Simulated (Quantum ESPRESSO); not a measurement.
Runs of Quantum ESPRESSO 7.5 on HPbNO4. The typed cell holds 7 atoms: a = 3.858 Å, b = 5.535 Å, c = 6.055 Å, α = 106.62°, β = 93.97°, γ = 90.45°. The cell was built by a generator and needn't be a form met in nature.

```csv
task,level,potentials or basis,k mesh,cutoff (eV),dos occupations,gap on the mesh (eV),pressure (GPa),largest force (eV/Å)
band structure,PBE,SSSP 1.3 efficiency PBE,7 × 5 × 5,816,-,3.15,-0.1,0.05
band structure,RPBE,SG15 PBE 1.2,4 × 3 × 3,1197,-,3.21,(a),0.42
projected density of states,PBE,SSSP 1.3 efficiency PBE,7 × 5 × 5,816,tetrahedra_opt,3.15,-0.1,0.05
band structure,AM05,SG15 PBE 1.2,4 × 3 × 3,1197,-,3.24,-0.8,(c)
band structure,BLYP,SG15 PBE 1.2,4 × 3 × 3,1197,-,(b),2.1,0.67
```

Alike in all rows: no spin polarisation; cell as given; smearing fermi-dirac 0.05 eV.

Problem. Estimate the missing entries.

Solution. (a) 1.6; (b) 3.19; (c) 0.36.

Caveats: spin-orbit coupling is left out, which as a rule narrows the gap of such compounds by several tenths of an eV; the potentials were made for another functional, which shifts forces and pressure (some runs); the mesh misses the band edges, which the band path finds closer together (some runs); some levels on the path didn't converge (some runs); an odd mesh through Γ misses points on the zone boundary, where band edges often lie (some runs).

A k mesh can miss the band edges, and the runs leave out spin-orbit coupling on Pb.
